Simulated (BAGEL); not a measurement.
# CH5Ge (SMILES [CH3][GeH2]) at UHF/STO-3G (density fitting with qzvpp-jkfit)

What is the vertical doublet–quartet gap of CH5Ge at UHF/STO-3G (density fitting with qzvpp-jkfit)? 

The results are computed with BAGEL 1.2.2.

5 further runs of the same task are left out: 3 that didn't finish, 2 set aside as unsound or not needed. Runs told in other sessions of the task aren't counted.

**1. The system as given**

CH5Ge has 7 atoms, charge 0, and is taken as a doublet. SMILES: `[CH3][GeH2]`. The coordinates come from a PBE0-D4/def2-TZVP relaxation.

Bond lengths: C1–Ge2 1.960 Å, C1–H3 1.090 Å, C1–H4 1.090 Å, C1–H5 1.093 Å, Ge2–H6 1.546 Å, Ge2–H7 1.546 Å. Angles: C1–Ge2–H6 111.3°, C1–Ge2–H7 111.3°, Ge2–C1–H3 110.3°, Ge2–C1–H4 110.3°, Ge2–C1–H5 109.7°, H6–Ge2–H7 109.5°, H3–C1–H4 109.0°, H3–C1–H5 108.8°, H4–C1–H5 108.8°.

**2. The energy at UHF/STO-3G (density fitting with qzvpp-jkfit)**

Input file input.json:

```json
{ "bagel" : [

{
  "title" : "molecule",
  "basis" : "sto-3g",
  "df_basis" : "qzvpp-jkfit",
  "angstrom" : true,
  "geometry" : [
    { "atom" : "C", "xyz" : [      -0.247600,      -0.809300,      -0.206400 ] },
    { "atom" : "Ge", "xyz" : [       0.396000,       0.824800,       0.663000 ] },
    { "atom" : "H", "xyz" : [      -1.153200,      -1.166400,       0.283800 ] },
    { "atom" : "H", "xyz" : [       0.513100,      -1.588100,      -0.157000 ] },
    { "atom" : "H", "xyz" : [      -0.473200,      -0.603400,      -1.255600 ] },
    { "atom" : "H", "xyz" : [      -0.673100,       1.940800,       0.621200 ] },
    { "atom" : "H", "xyz" : [       1.699200,       1.333700,       0.005300 ] }
  ]
},

{ "title" : "uhf", "nopen" : 1 },

{ "title" : "print", "file" : "orbitals.molden", "orbitals" : true }

]}
```

Launch:

```bash
BAGEL_NUM_THREADS=1 BAGEL input.json > input.out
```

What it wrote:

```text
* using 1 threads per process

  ===============================================================
  ===============================================================

  *** Geometry ***

  { "atom" : "C", "xyz" : [     -0.467896,     -1.529355,     -0.390039 ] },
  { "atom" : "Ge", "xyz" : [      0.748332,      1.558646,      1.252888 ] },
  { "atom" : "H", "xyz" : [     -2.179232,     -2.204177,      0.536304 ] },
  { "atom" : "H", "xyz" : [      0.969618,     -3.001074,     -0.296687 ] },
  { "atom" : "H", "xyz" : [     -0.894218,     -1.140261,     -2.372740 ] },
  { "atom" : "H", "xyz" : [     -1.271975,      3.667580,      1.173898 ] },
  { "atom" : "H", "xyz" : [      3.211023,      2.520328,      0.010016 ] },

  Number of auxiliary basis functions:      431

  Since a DF basis is specified, we compute 2- and 3-index integrals:
    o Being stored without compression. Storage requirement is 0.003 GB

  Number of basis functions:       28
  Number of electrons      :       43

    * METHOD: MOLECULE                             0.08

  *** Open-shell HF ***

  === Nuclear Repulsion ===
   106.6530443858

      * DIIS with orbital gradients will be used.

  === UHF iteration (sto-3g) ===
      0      -2092.01294935          0.01103171           0.02
      1      -2092.02888118          0.00362354           0.02
      2      -2092.03070183          0.00123738           0.02
      3      -2092.03108309          0.00029948           0.02
      4      -2092.03114538          0.00010125           0.02
      5      -2092.03118203          0.00002804           0.02
      6      -2092.03119062          0.00000842           0.02
      7      -2092.03119130          0.00000438           0.02
      8      -2092.03119146          0.00000096           0.02
      9      -2092.03119146          0.00000032           0.02
     10      -2092.03119147          0.00000009           0.02
     11      -2092.03119147          0.00000003           0.02
     12      -2092.03119147          0.00000002           0.02
     13      -2092.03119147          0.00000001           0.02
    * SCF iteration converged.

    * S^2 (UHF) is 0.7528

    * Permanent dipole moment:
           (   -0.032657,     0.057175,    -0.182431) a.u.

    * METHOD: UHF                                  0.29

    * METHOD: PRINT                                0.00

  ===============================================================
```

It took 0.54 s on 1 thread of AMD EPYC 9R45 (Zen 5), shared host.

**3. The quartet**

Input file job.json:

```json
{ "bagel" : [

{
  "title" : "molecule",
  "basis" : "sto-3g",
  "df_basis" : "qzvpp-jkfit",
  "angstrom" : true,
  "geometry" : [
    { "atom" : "C", "xyz" : [      -0.247600,      -0.809300,      -0.206400 ] },
    { "atom" : "Ge", "xyz" : [       0.396000,       0.824800,       0.663000 ] },
    { "atom" : "H", "xyz" : [      -1.153200,      -1.166400,       0.283800 ] },
    { "atom" : "H", "xyz" : [       0.513100,      -1.588100,      -0.157000 ] },
    { "atom" : "H", "xyz" : [      -0.473200,      -0.603400,      -1.255600 ] },
    { "atom" : "H", "xyz" : [      -0.673100,       1.940800,       0.621200 ] },
    { "atom" : "H", "xyz" : [       1.699200,       1.333700,       0.005300 ] }
  ]
},

{ "title" : "uhf", "nopen" : 3 },

{ "title" : "print", "file" : "orbitals.molden", "orbitals" : true }

]}
```

Launch:

```bash
BAGEL_NUM_THREADS=1 BAGEL job.json > job.out
```

What it wrote:

```text
* using 1 threads per process

  ===============================================================
  ===============================================================

  *** Geometry ***

  { "atom" : "C", "xyz" : [     -0.467896,     -1.529355,     -0.390039 ] },
  { "atom" : "Ge", "xyz" : [      0.748332,      1.558646,      1.252888 ] },
  { "atom" : "H", "xyz" : [     -2.179232,     -2.204177,      0.536304 ] },
  { "atom" : "H", "xyz" : [      0.969618,     -3.001074,     -0.296687 ] },
  { "atom" : "H", "xyz" : [     -0.894218,     -1.140261,     -2.372740 ] },
  { "atom" : "H", "xyz" : [     -1.271975,      3.667580,      1.173898 ] },
  { "atom" : "H", "xyz" : [      3.211023,      2.520328,      0.010016 ] },

  Number of auxiliary basis functions:      431

  Since a DF basis is specified, we compute 2- and 3-index integrals:
    o Being stored without compression. Storage requirement is 0.003 GB

  Number of basis functions:       28
  Number of electrons      :       43

    * METHOD: MOLECULE                             0.08

  *** Open-shell HF ***

  === Nuclear Repulsion ===
   106.6530443858

      * DIIS with orbital gradients will be used.

  === UHF iteration (sto-3g) ===
      0      -2091.54308521          0.01528602           0.02
      1      -2091.58812891          0.00819117           0.02
      2      -2091.60357490          0.00419430           0.02
      3      -2091.61470712          0.00247639           0.02
      4      -2091.62036949          0.00134110           0.02
      5      -2091.62327106          0.00057879           0.02
      6      -2091.62382891          0.00027246           0.02
      7      -2091.62385581          0.00010146           0.02
      8      -2091.62386838          0.00004783           0.02
      9      -2091.62387222          0.00001548           0.02
     10      -2091.62387234          0.00000462           0.02
     11      -2091.62387236          0.00000184           0.02
     12      -2091.62387236          0.00000043           0.02
     13      -2091.62387236          0.00000017           0.02
     14      -2091.62387236          0.00000006           0.02
     15      -2091.62387236          0.00000002           0.02
     16      -2091.62387236          0.00000001           0.02
    * SCF iteration converged.

    * S^2 (UHF) is 3.7626

    * Permanent dipole moment:
           (    0.130177,     0.549151,    -0.038441) a.u.

    * METHOD: UHF                                  0.35

    * METHOD: PRINT                                0.00

  ===============================================================
```

Run time: 0.62 s. Hardware: 1 thread of AMD EPYC 9R45 (Zen 5), shared host.

**4. Outcome**

Level: UHF/STO-3G (density fitting with qzvpp-jkfit).

| quantity | value |
| --- | --- |
| doublet: total energy | -2092.03119 Eh |
| doublet: dipole moment | 0.49 D |
| doublet: ⟨S²⟩ | 0.753 |
| quartet: total energy | -2091.62387 Eh |
| quartet: dipole moment | 1.44 D |
| quartet: ⟨S²⟩ | 3.763 |
| vertical energy of the quartet above the doublet | 11.084 eV |

**Reading.** At this shape the quartet lies 11.08 eV (256 kcal/mol) above the doublet. In a minimal basis such a difference can be off by several eV, whatever the method.
